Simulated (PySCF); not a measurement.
# C3H8O2Si: the cost of one run

Programs: PySCF 2.14.0, with density-fitted response routines of our own. Each step states its level of theory. These are calculated values for one molecule in the gas phase, unless marked as measured. Atoms count from 0, in the outputs and in this text.

**1. Starting geometry**

14 atoms, charge 0, multiplicity 1; geometry from: PBE0-D3(BJ)/def2-SVP.

Bonds of the start (Å): O0–Si1 1.65, Si1–O2 1.67, O2–C3 1.39, C3–C4 1.49, C4–C5 1.51, C5–C3 1.50, O0–H6 0.96, Si1–H7 1.49, Si1–H8 1.50, C3–H9 1.10, C4–H10 1.09, C4–H11 1.09, C5–H12 1.09, C5–H13 1.09.

**2. X-ray photoelectron lines: SCAN, X2C**

The job: settings as JSON, then the geometry in Å.

```
{"job": {"kind": "xps"}, "charge": 0, "multiplicity": 1}
O      3.179461    -0.390630    -0.669595
Si     1.906480     0.202538     0.198820
O      0.498471    -0.244629    -0.576536
C     -0.724384     0.344430    -0.283377
C     -1.947069    -0.475245    -0.501721
C     -1.507650    -0.139139     0.900533
H      3.203551    -0.169461    -1.605219
H      2.021072    -0.406824     1.549334
H      1.914044     1.696671     0.286977
H     -0.777612     1.415437    -0.522023
H     -1.777639    -1.498810    -0.844778
H     -2.839007     0.007802    -0.908703
H     -1.061544    -0.945385     1.488916
H     -2.087751     0.585226     1.478647
```

With the program's defaults for keys left out, this is: delta-SCF UKS SCAN, pcX-2 on the ionised atom, pcseg-1 elsewhere, spin-free X2C.

Launch:

```sh
> OMP_NUM_THREADS=1 python probes_run.py task.json out
```

The driver reads the jobs from task.json and runs them one after another.

Q: Estimate the wall time and peak memory of this first job on 1 thread of Arm Neoverse V2, shared host.

About 34 s, with a peak of 0.61 GiB.
